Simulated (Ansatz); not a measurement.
**CH₄Cl₂GeS: one species, many methods**

One table from this session's results is given with a row withheld; the runs are named, their logs left out.

Program: Ansatz 0.2.0, Gaussian basis. Level of theory: functionals in def2-TZVPP, the program's frozen cores in correlated methods. These are calculated values, not measurements.

Plan: LDA (SPW92), PBE-D4, revPBE-D4, BLYP-D4, r2SCAN-D4, B97M-V, PBE0-D4, B3LYP-D4, r2SCANh-D4, r2SCAN0-D4, HSE06-D4, BHLYP-D4, CAM-B3LYP-D4, LC-ωPBE, ωB97X-V, ωB97M-V, B2PLYP, PBE-QIDH; CCSD(T)/def2-SVP; CCSD(T)/def2-TZVPP; MP2/def2-QZVPP; extrapolation to the limit; RPA on PBE.

**Structure used throughout**

The geometry comes from an earlier relaxation with PBE0-D4 in a triple-zeta def2 set; it is a stationary point, not always the lowest conformer.

SMILES `[CH3][Ge]([SH])([Cl])[Cl]`, 9 atoms, charge 0, spin multiplicity 1.

Atoms are counted from 1 here; the program's logs count them from 0.

Bond lengths: C1–Ge2 1.932 Å, C1–H6 1.090 Å, C1–H7 1.090 Å, C1–H8 1.090 Å, Ge2–S3 2.205 Å, Ge2–Cl4 2.143 Å, Ge2–Cl5 2.151 Å, S3–H9 1.345 Å. Angles: Ge2–C1–H6 109.1°, Ge2–C1–H7 109.3°, Ge2–C1–H8 109.0°, H6–C1–H7 109.8°, H6–C1–H8 110.0°, H7–C1–H8 109.6°, C1–Ge2–S3 115.9°, C1–Ge2–Cl4 110.0°, C1–Ge2–Cl5 108.3°, S3–Ge2–Cl4 104.6°, S3–Ge2–Cl5 109.8°, Cl4–Ge2–Cl5 108.0°, Ge2–S3–H9 92.7°.

The first run:

in.yaml reads:

```yaml
crystal:
  periodic: [false, false, false]
  atoms:
    - {symbol: C, position_ang: [-1.271443, -0.195320, 0.101344]}
    - {symbol: Ge, position_ang: [0.540638, 0.212510, -0.429708]}
    - {symbol: S, position_ang: [2.123609, -0.946258, 0.577107]}
    - {symbol: Cl, position_ang: [0.805302, -0.208513, -2.513756]}
    - {symbol: Cl, position_ang: [0.874003, 2.316087, -0.129886]}
    - {symbol: H, position_ang: [-1.465680, -1.252589, -0.077634]}
    - {symbol: H, position_ang: [-1.396155, 0.029458, 1.160843]}
    - {symbol: H, position_ang: [-1.958136, 0.414955, -0.485045]}
    - {symbol: H, position_ang: [1.836361, -0.416530, 1.779533]}
basis:
  gaussian: {orbitals: def2-TZVPP}
hamiltonian: {xc: lda}
output: {orbitals: {seedname: orbitals}}
```

Started as:

```bash
> ansatz run in.yaml --threads 4 --pin off --events-out ev --progress --plain --max-ram 10444MiB
```

Steps of the session up to this table: LDA; PBE-D4 (GGA); revPBE-D4 (GGA); BLYP-D4 (GGA); r2SCAN-D4 (meta-GGA); B97M-V (meta-GGA); PBE0-D4 (hybrid); B3LYP-D4 (hybrid); r2SCANh-D4 (hybrid); r2SCAN0-D4 (hybrid); HSE06-D4 (hybrid); BHLYP-D4 (hybrid); CAM-B3LYP-D4 (range-separated); LC-ωPBE (range-separated); ωB97X-V (range-separated); ωB97M-V (range-separated); B2PLYP (double hybrid); PBE-QIDH (double hybrid).

One table of the session follows, with a row left open; its other results are not shown here.

It belongs to the step «Orbital energies across the functionals». 

```
  functional  HOMO (eV)  gap (eV)
 LDA (SPW92)      -6.76      4.62
      PBE-D4      -6.63      4.77
   revPBE-D4      -6.58      4.82
     BLYP-D4      -6.45      4.66
   r2SCAN-D4      -6.94      5.33
      B97M-V      -7.02      5.52
     PBE0-D4      -7.90      7.02
    B3LYP-D4      -7.63      6.45
  r2SCANh-D4      -7.40      6.14
  r2SCAN0-D4      -8.10      7.37
    HSE06-D4      -7.50      6.25
    BHLYP-D4      -9.01      9.19
CAM-B3LYP-D4      -9.23      9.40
     LC-ωPBE     -10.68     12.07
     ωB97X-V          ?         ?
     ωB97M-V     -10.11     11.25
```

Estimate the missing values for ωB97X-V.

As computed: HOMO (eV): -10.29; gap (eV): 11.61. In the column «HOMO (eV)» it lies between LC-ωPBE (-10.68) and ωB97M-V (-10.11).
